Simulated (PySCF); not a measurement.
NMgBrH2, in a box:

```
N Mg Br H
1.0
    13.00000    0.00000    0.00000
     0.00000   13.00000    0.00000
     0.00000    0.00000   12.00000
N Mg Br H
1 1 1 2
Direct
  0.41418 0.56451 0.46510
  0.51400 0.47611 0.52429
  0.63859 0.36714 0.60450
  0.39731 0.63030 0.48296
  0.36244 0.53974 0.40716
```

The cell isn't the ideal one: atoms moved at random, drawn with an rms of 0.05 Å.

Program: PySCF 2.14.0. Alike in all runs: task atomic charges; potentials or basis pob-tzvp-rev2 (all-electron); no spin polarisation; cell atoms moved at random, drawn with an rms of 0.05 Å; k mesh 1 × 1 × 1; smearing fixed.

Problem. Order these runs on this cell by their band gap on the k mesh, lowest first.
A. level TPSS
B. level WC
C. level B3PW91+D3(BJ); three-body dispersion term no; exxdiv ewald

Solution. B (4.87 eV), A (5.17 eV), C (6.78 eV).

Caveats: this is a molecule in a periodic box at the Γ point, so its band gap is the HOMO-LUMO gap; relativity is left out, which matters for the heavier elements; the basis of atomic orbitals isn't converged, which shifts pressures, moduli and gaps; this basis is made for solids and lacks diffuse functions, so gaps of a molecule come out too wide by an eV or more.

Runs at the PBE level aren't shown here.
